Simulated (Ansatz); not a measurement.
# Zr3Ag: response to strain

Zr3Ag is deformed so: equal xx and yy strain of -1 %. What stress and forces result, by LAPW, PAW and all-electron datasets made for the crystal?

Computed with Ansatz 0.2.0 (DFT LDA, scalar-relativistic, unless a step's input says otherwise).

### Step 1. Starting point

The structure is tetragonal, space group P4/mmm (No. 123). The conventional cell has a = 4.566 Å, b = 4.566 Å, c = 3.986 Å, α = 90.00°, β = 90.00°, γ = 90.00°. Zr (site symmetry 4/mmm) has 8 Zr at 3.03 Å and 4 Ag at 3.23 Å in its first shell of neighbours. Zr (site symmetry mmm) has 8 Zr at 3.03 to 3.23 Å and 4 Ag at 3.03 Å in its first shell of neighbours. Ag (site symmetry 4/mmm) is surrounded by 12 Zr at 3.03 to 3.23 Å.

As a file:

```cif
data_structure
_symmetry_space_group_name_H-M 'P 1'
_symmetry_Int_Tables_number 1
_cell_length_a 4.5660
_cell_length_b 4.5660
_cell_length_c 3.9860
_cell_angle_alpha 90.000
_cell_angle_beta 90.000
_cell_angle_gamma 90.000
_cell_volume 83.10
loop_
_atom_site_label
_atom_site_type_symbol
_atom_site_fract_x
_atom_site_fract_y
_atom_site_fract_z
_atom_site_occupancy
Zr1 Zr 0.50000 0.50000 0.00000 1
Zr2 Zr 0.00000 0.50000 0.50000 1
Zr3 Zr 0.50000 0.00000 0.50000 1
Ag1 Ag 0.00000 0.00000 0.00000 1
```

Atoms are numbered in the order of the input: Zr1, Zr2, Zr3, Ag4.

### Step 2. After the deformation

Space group P4/mmm before, P4/mmm after.

### Step 3. LAPW, all electrons

Contents of input.yaml:

```yaml
crystal:
  lattice:
    - [4.52034, 0.0, 0.0]
    - [0.0, 4.52034, 0.0]
    - [0.0, 0.0, 3.986]
  atoms:
    - { symbol: Zr, position: [0.5, 0.5, 0.0] }
    - { symbol: Zr, position: [0.0, 0.5, 0.5] }
    - { symbol: Zr, position: [0.5, 0.0, 0.5] }
    - { symbol: Ag, position: [0.0, 0.0, 0.0] }
kpoints:
  mp_grid: { grid: [7, 7, 8] }
  band_path:
    path:
      - [0.0, 0.0, 0.0]
      - [0.0, 0.5, 0.0]
      - [0.5, 0.5, 0.0]
      - [0.0, 0.0, 0.0]
      - [0.0, 0.0, 0.5]
      - [0.0, 0.5, 0.5]
      - [0.5, 0.5, 0.5]
      - [0.0, 0.0, 0.5]
      - [0.0, 0.5, 0.0]
    npoints: 5
scf:
  occupations: { method: fermi_dirac, width: 0.05 }
hamiltonian:
  xc: lda
  pseudopotentials: { kind: all_electron, lapw: { basis_error: 0.001 } }
output:
  forces: true
  stress: true
  eigenvalues: true
```

Launch:

```console
> ansatz run input.yaml --threads 1 --pin off --max-ram 4096MiB --backend cpu --events-out ev --progress --plain --runs-dir out
```

### Step 4. Frozen-core PAW

Contents of input.yaml:

```yaml
crystal:
  lattice:
    - [4.52034, 0.0, 0.0]
    - [0.0, 4.52034, 0.0]
    - [0.0, 0.0, 3.986]
  atoms:
    - { symbol: Zr, position: [0.5, 0.5, 0.0] }
    - { symbol: Zr, position: [0.0, 0.5, 0.5] }
    - { symbol: Zr, position: [0.5, 0.0, 0.5] }
    - { symbol: Ag, position: [0.0, 0.0, 0.0] }
kpoints:
  mp_grid: { grid: [7, 7, 8] }
scf:
  occupations: { method: fermi_dirac, width: 0.05 }
hamiltonian:
  xc: lda
  pseudopotentials: { kind: paw }
output:
  forces: true
  stress: true
  eigenvalues: true
  efg: { contact_densities: true }
  write_density: true
  write_potential: true
  elf: true
  volumetric_format: npy
```

### Step 5. All-electron PAW on datasets made for the crystal

Changes to input.yaml since step 4:

```diff
@@ -16,3 +16,3 @@
   xc: lda
-  pseudopotentials: { kind: paw }
+  pseudopotentials: { kind: all_electron, datasets: crystal }
 output:
@@ -22,5 +22 @@
   efg: { contact_densities: true }
-  write_density: true
-  write_potential: true
-  elf: true
-  volumetric_format: npy
```

(Steps that only read results are left out.)

**Question.** What will these runs give? Wanted: pressure; largest shear or deviatoric stress.

The runs gave:

| quantity | value |
| --- | --- |
| pressure | LAPW -2.96, PAW -2.97, crystal datasets -2.96 GPa |
| largest shear or deviatoric stress (LAPW) | 1.81 GPa |

**Reading.** The largest part of the stress beyond the pressure is 1.81 GPa in size, in the zz component; the atoms are carried along and not relaxed. No run of the undeformed cell stands beside it, so pressure and stress hold what the given cell had before the change, as far as its symmetry allows. PAW: stress within 0.02 GPa of LAPW. Crystal datasets: stress within 0.01 GPa of LAPW.
